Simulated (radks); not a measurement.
# B in [He] 2s2 2p1: an all-electron calculation

One table from this session's results is given with a row withheld; the runs are named, their logs left out.

The numbers are computed with radks (a radial shooting solver on a logarithmic mesh, Libxc functionals) version 1 (Dirac Kohn-Sham, LDA (Slater exchange, Perdew-Wang correlation), spin-unpolarised, spherical densities, point nucleus; open shells fill j = l - 1/2 first), except any that are marked as measured or tabulated.

## Starting point

| Quantity | Value |
| --- | --- |
| element | boron (Z = 5) |
| charge | 0 |
| electrons | 5 |
| configuration | [He] 2s2 2p1 |

The first run:

The run's settings:

```text
Z 5
configuration [He] 2s2 2p1
relativity Dirac
functional lda,pw
spin unpolarised
j_filling energy
nucleus point
c 137.035999084
```

One of the session's tables, all rows but one given; the rest of the session is left out.

It belongs to the step «Radial structure». Radial moments (bohr):

```
level    <r>  outermost maximum (interpolated)  90 % within
1s1/2      ?                                 ?            ?
2s1/2  1.965                              1.52         3.15
2p1/2  2.289                              1.56         3.95
2p3/2  2.290                              1.56         3.95
```

Q: Estimate the row for 1s1/2 from the others.

**Answer.** <r>: 0.3322; outermost maximum (interpolated): 0.212; 90 % within: 0.598. In the column «<r>» it is the lowest.

Limits of these values: Spin polarisation and multiplet splitting are left out.
